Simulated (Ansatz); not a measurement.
Runs of Ansatz 0.2.0 on NiMoIrPdW. The structure is trigonal, space group P3m1 (No. 156). The conventional cell has a = 4.147 Å, b = 4.147 Å, c = 5.416 Å, α = 90.00°, β = 90.00°, γ = 120.00°. Ni (site symmetry 3m) is surrounded by 3 W at 2.40 Å and 3 Ir at 2.71 Å. Around Mo (site symmetry 3m) lie 1 W at 2.49 Å and 3 Ir at 2.64 Å and 3 Pd at 2.85 Å. Pd (site symmetry 3m) has 2 Ir at 2.65 to 2.76 Å and 3 W at 2.76 Å and 3 Ni at 2.82 Å and 3 Mo at 2.85 Å as nearest neighbours. Ir (site symmetry 3m) is surrounded by 3 Mo at 2.64 Å and 2 Pd at 2.65 to 2.76 Å and 3 Ni at 2.71 Å and 3 W at 2.77 Å. W (site symmetry 3m) is surrounded by 3 Ni at 2.40 Å and 1 Mo at 2.49 Å. The cell was built by a generator and needn't be a form met in nature.

```csv
task,level,cell,k mesh,cutoff (eV),target pressure (GPa),points for each segment of the path,mesh quality,gap on the mesh (eV),pressure (GPa),moment (μB),largest force (eV/Å)
relaxation of cell and atoms,PBE,relaxed to 2 GPa,5 × 5 × 4,420,2,-,not flagged,none,2.0,0.00,0.01
relaxation of cell and atoms,r2SCAN+rVV10,relaxed,5 × 5 × 4,500,-,-,not flagged,none,0.0,0.00,0.01
single point,HSE03,as given,3 × 3 × 2,420,-,-,coarse,none,-6.3,0.00,(a)
band structure,BLYP,as given,7 × 7 × 5,420,-,14,not flagged,none,9.6,0.00,0.28
relaxation of cell and atoms,PBE,relaxed to 5 GPa,5 × 5 × 4,420,5,-,not flagged,none,5.0,0.00,0.01
```

Alike in all rows: potentials or basis Ansatz PAW; spin collinear, ferromagnetic start; smearing fermi-dirac 0.05 eV.

Q: Estimate the missing entries.

A: (a) 1.56.

Caveats: some runs use coarse meshes; the starting moments weren't kept; the plane-wave basis is chosen anew once the cell has moved, so the energies of steps on either side of that aren't comparable (some runs); the PAW data sets come from PBE, with cores solved anew for the run's functional, which leaves a small shift of forces and pressure (some runs); the magnetic or orbital state may not be the lowest (some runs); forces of over 1 eV/Å show positions far from the minimum, so gaps and moduli don't describe the material at rest (some runs); the thresholds are loose for stress (some runs).

A k mesh can miss the band edges, and the runs leave out spin-orbit coupling on Ir, Mo, Pd, W.

A gap of «none» marks a metal or a gap under the smearing width.
